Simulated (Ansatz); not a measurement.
LaFeAsO:

```
La As Fe O
1.0
     4.03533    0.00000    0.00000
     0.00000    4.03533    0.00000
     0.00000    0.00000    8.74090
La As Fe O
2 2 2 2
Direct
  0.00000 0.50000 0.85846
  0.50000 0.00000 0.14154
  0.00000 0.50000 0.34880
  0.50000 0.00000 0.65120
  0.50000 0.50000 0.50000
  0.00000 0.00000 0.50000
  0.50000 0.50000 0.00000
  0.00000 0.00000 0.00000
```

Base run:

```yaml
Program: Ansatz 0.2.0
Functional: PBEsol
Potentials_or_basis: Ansatz PAW
Cutoff: "420 eV (not typed: the program's choice for these potentials)"
k_mesh: 7 × 7 × 3
Occupations: fermi-dirac, width 0.05 eV
Spin: no spin polarisation
```

Its results: band gap on the k mesh none (metal or under the smearing width); pressure -8.2 GPa; largest force 1.527 eV/Å.

Problem. The run is repeated on the same cell with these changes: spin from no spin polarisation to collinear spin, antiferromagnetic start. What comes out?

Solution. Band gap on the k mesh none (metal or under the smearing width); pressure -5.4 GPa; net moment 0.00 μB per cell; site moments La +0.00; As -0.00; Fe +1.82, -1.82; O -0.01, +0.01 μB; largest force 0.790 eV/Å.

Caveats: semilocal functionals often make such compounds metallic where correlation or magnetic order opens a gap, which also shifts bond lengths; the PAW data sets come from PBE, with cores solved anew for the run's functional, which leaves a small shift of forces and pressure; forces of over 1 eV/Å show positions far from the minimum, so gaps and moduli don't describe the material at rest (some runs).
